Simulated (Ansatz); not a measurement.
Geometry optimisation, Ansatz 0.2.0, DFT r2SCAN-D3(BJ), scalar-relativistic, plane waves, PAW.

Input:

```yaml
accuracy: low
crystal:
  lattice:
    - [5.8034, 0.0, 0.0]
    - [-2.9017, 5.025892, 0.0]
    - [0.0, 0.0, 15.25085]
  atoms:
    - { symbol: W, position: [0.0, 0.0, 0.0655701] }
    - { symbol: C, position: [0.3333333, 0.1666667, 0.1584797] }
    - { symbol: W, position: [0.0, 0.0, 0.2513893] }
    - { symbol: C, position: [0.3333333, 0.1666667, 0.3442988] }
    - { symbol: W, position: [0.0, 0.5, 0.0655701] }
    - { symbol: C, position: [0.3333333, 0.6666667, 0.1584797] }
    - { symbol: W, position: [0.0, 0.5, 0.2513893] }
    - { symbol: C, position: [0.3333333, 0.6666667, 0.3442988] }
    - { symbol: W, position: [0.5, 0.0, 0.0655701] }
    - { symbol: C, position: [0.8333333, 0.1666667, 0.1584797] }
    - { symbol: W, position: [0.5, 0.0, 0.2513893] }
    - { symbol: C, position: [0.8333333, 0.1666667, 0.3442988] }
    - { symbol: W, position: [0.5, 0.5, 0.0655701] }
    - { symbol: C, position: [0.8333333, 0.6666667, 0.1584797] }
    - { symbol: W, position: [0.5, 0.5, 0.2513893] }
    - { symbol: C, position: [0.8333333, 0.6666667, 0.3442988] }
    - { symbol: H, position: [0.6068153, 0.6745291, 0.3672484] }
basis:
  ecutwfc: 500.0
kpoints:
  mp_grid: { grid: [3, 3, 1] }
hamiltonian:
  xc: r2scan
  dispersion: d3bj
  pseudopotentials: { kind: paw, azcp: { folder: soft_1 } }
scf:
  occupations: { method: fermi_dirac, width: 0.15 }
  lower_state_search: "off"
relax:
  f_tol: 0.08
  max_steps: 25
  adjacent_minimum: "off"
  constraints: [{ sites: [0, 4, 8, 12] }]
```

Run as:

```bash
$ ansatz run input.yaml --threads 4 --pin off --max-ram 10240MiB --backend cpu --events-out ev --progress --plain --runs-dir out
```

**Question.** Where does it end, and by what steps?

**Answer.** The run converged. Limits of this set-up: coarse k mesh, thin slab, slab without dipole correction, odd electron count without spin, low accuracy level. After 10 steps the energy has fallen by 5.116 eV; H17 moved furthest, 1.44 Å. Parted: W15–H17 (1.98 → 2.85 Å).

```csv
step,energy less start (eV),largest force component (eV/Å),accepted
0,0.0000,5.120,yes
1,-3.0676,1.328,yes
2,-3.5136,1.883,yes
3,-3.8924,1.756,yes
4,-4.2232,1.240,yes
5,-4.4967,0.974,yes
6,-4.7431,0.929,yes
7,-4.9330,0.698,yes
8,-5.0563,0.442,yes
9,-5.1121,0.106,yes
10,-5.1156,0.006,yes
```

```xyz
17
Lattice="5.8034 0.0000 0.0000 -2.9017 5.0259 0.0000 0.0000 0.0000 15.2508" Properties=species:S:1:pos:R:3
W 0.000 0.000 1.000
C 1.452 0.837 2.305
W -0.001 0.003 3.845
C 1.438 0.844 4.945
W -1.451 2.513 1.000
C 0.000 3.352 2.305
W -1.449 2.511 3.845
C -0.001 3.336 4.945
W 2.902 0.000 1.000
C 4.351 0.837 2.305
W 2.901 0.000 3.849
C 4.364 0.844 4.945
W 1.451 2.513 1.000
C 2.901 3.351 2.331
W 1.447 2.511 3.845
C 2.900 3.350 5.063
H 2.897 3.350 6.147
```

Time of the run: 4.5 min on 4 threads of AMD EPYC 7571, on a shared host, peak memory 1.7 GiB.
